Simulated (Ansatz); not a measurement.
# AlNi6Pd: the cost of one run

Program: Ansatz 0.2.0. Level of theory: DFT PBEsol, scalar-relativistic, plane waves, PAW. These are calculated values, not measurements.

**1. The system as given**

The structure is tetragonal, space group P4/mmm (No. 123). The conventional cell has a = 3.594 Å, b = 3.594 Å, c = 7.233 Å, α = 90.00°, β = 90.00°, γ = 90.00°. Around Al (site symmetry 4/mmm) lie 12 Ni at 2.50 to 2.54 Å. Ni (site symmetry 4/mmm) is surrounded by 8 Ni at 2.50 Å and 4 Al at 2.54 Å. Ni (site symmetry 4/mmm) is surrounded by 4 Pd at 2.54 Å and 8 Ni at 2.60 Å. Around Ni (site symmetry 2mm) lie 2 Al at 2.50 Å and 8 Ni at 2.50 to 2.60 Å and 2 Pd at 2.60 Å. Pd (site symmetry 4/mmm) has 12 Ni at 2.54 to 2.60 Å as nearest neighbours.

As a file:

```
Al Ni Pd
1.0
     3.59356    0.00000    0.00000
     0.00000    3.59356    0.00000
     0.00000    0.00000    7.23281
Al Ni Pd
1 6 1
Direct
  0.00000 0.00000 0.00000
  0.50000 0.50000 0.00000
  0.50000 0.50000 0.50000
  0.50000 0.00000 0.23985
  0.50000 0.00000 0.76015
  0.00000 0.50000 0.23985
  0.00000 0.50000 0.76015
  0.00000 0.00000 0.50000
```

The structure comes from the Materials Project (structure only).

**2. The base run**

input.yaml reads:

```yaml
crystal:
  lattice:
    - [3.593561, 0.0, 0.0]
    - [0.0, 3.593561, 0.0]
    - [0.0, 0.0, 7.232809]
  atoms:
    - { symbol: Al, position: [0.0, 0.0, 0.0] }
    - { symbol: Ni, position: [0.5, 0.5, 0.0], spin: 2.0 }
    - { symbol: Ni, position: [0.5, 0.5, 0.5], spin: 2.0 }
    - { symbol: Ni, position: [0.5, 0.0, 0.239854], spin: 2.0 }
    - { symbol: Ni, position: [0.5, 0.0, 0.760146], spin: 2.0 }
    - { symbol: Ni, position: [0.0, 0.5, 0.239854], spin: 2.0 }
    - { symbol: Ni, position: [0.0, 0.5, 0.760146], spin: 2.0 }
    - { symbol: Pd, position: [0.0, 0.0, 0.5] }
magnetization:
  spin_polarized: true
basis:
  ecutwfc: 420
  fft_grid_basis: typed
kpoints:
  mp_grid: { grid: [10, 10, 6] }
hamiltonian:
  xc: pbesol
  pseudopotentials: { kind: paw }
scf:
  occupations: { method: gaussian, width: 0.05 }
output:
  forces: true
  stress: true
  eigenvalues: true
  bader: true
  write_density: true
  volumetric_format: npy
  populations: true
  elf: true
```

On the command line:

```bash
ansatz run input.yaml --threads 2 --pin off --max-ram 4096MiB --backend cpu --events-out ev --progress --plain --runs-dir out
```

What time and memory should one allow on 2 threads of Arm Neoverse N1, shared host?

About 4.3 min, with a peak of 1.1 GiB.
